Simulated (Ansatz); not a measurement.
# BH6NOSiZn: how energies converge with the basis set

How large a basis does BH6NOSiZn need? Two functionals are run in growing sets.

Computed with Ansatz 0.2.0, Gaussian basis. Level: one geometry, several basis sets.

Plan: PBE0-D4/def2-SVP; ωB97M-V/def2-SVP; PBE0-D4/def2-QZVPP; ωB97M-V/def2-QZVPP; the functionals' def2-TZVPP values are taken from earlier runs.

### Step 1. Structure used throughout

An earlier PBE0-D4 in a triple-zeta def2 set relaxation fixed the geometry.

SMILES `[OH][Zn][NH]B[SiH3]`, 11 atoms, charge 0, spin multiplicity 1.

Atoms are counted from 1 here; the program's logs count them from 0.

Bond lengths: O1–Zn2 1.774 Å, O1–H6 0.959 Å, Zn2–N3 1.847 Å, N3–B4 1.388 Å, N3–H7 1.011 Å, B4–Si5 2.021 Å, B4–H8 1.201 Å, Si5–H9 1.490 Å, Si5–H10 1.490 Å, Si5–H11 1.523 Å. Angles: Zn2–O1–H6 114.5°, O1–Zn2–N3 169.1°, Zn2–N3–B4 121.3°, Zn2–N3–H7 120.8°, B4–N3–H7 117.9°, N3–B4–Si5 114.0°, N3–B4–H8 121.4°, Si5–B4–H8 124.6°, B4–Si5–H9 116.5°, B4–Si5–H10 116.6°, B4–Si5–H11 104.0°, H9–Si5–H10 107.8°, H9–Si5–H11 105.3°, H10–Si5–H11 105.4°.

### Step 2. PBE0-D4 in def2-SVP

in.yaml

```yaml
crystal:
  periodic: [false, false, false]
  atoms:
    - {symbol: O, position_ang: [-2.972068, 0.788367, 0.831810]}
    - {symbol: Zn, position_ang: [-1.385901, 0.860292, 0.040672]}
    - {symbol: N, position_ang: [0.140841, 1.228169, -0.931329]}
    - {symbol: B, position_ang: [1.254222, 0.401043, -0.867333]}
    - {symbol: Si, position_ang: [1.028854, -1.189891, 0.358238]}
    - {symbol: H, position_ang: [-3.091651, 0.037832, 1.416107]}
    - {symbol: H, position_ang: [0.190805, 2.042288, -1.528870]}
    - {symbol: H, position_ang: [2.248181, 0.639439, -1.498622]}
    - {symbol: H, position_ang: [1.053920, -2.533870, -0.284134]}
    - {symbol: H, position_ang: [1.915561, -1.241078, 1.554336]}
    - {symbol: H, position_ang: [-0.382743, -1.032581, 0.909125]}
basis:
  gaussian: {orbitals: def2-SVP}
hamiltonian: {xc: pbe0, dispersion: d4}
output: {orbitals: {seedname: orbitals}}
```

Command:

```bash
$ ansatz run in.yaml --threads 4 --pin off --events-out ev --progress --plain --max-ram 10444MiB
```

The runs that follow: ωB97M-V in def2-SVP; PBE0-D4 in def2-QZVPP; ωB97M-V in def2-QZVPP.

Before running them: what should the planned runs give, taken together? Wanted: PBE0-D4: double and triple zeta above quadruple; ωB97M-V: double and triple zeta above quadruple.

The runs gave:

| quantity | value |
| --- | --- |
| PBE0-D4: double and triple zeta above quadruple | 16.70, 1.75 eV |
| ωB97M-V: double and triple zeta above quadruple | 16.83, 1.67 eV |

PBE0-D4 gains 14.95 eV from double to triple zeta, then 1.75 eV more. Total energies overstate the basis error of differences, where much of it tends to cancel. The LUMO of ωB97M-V is positive and keeps falling with the basis (1.04 to 0.51 eV): an unbound level that the basis holds in place.
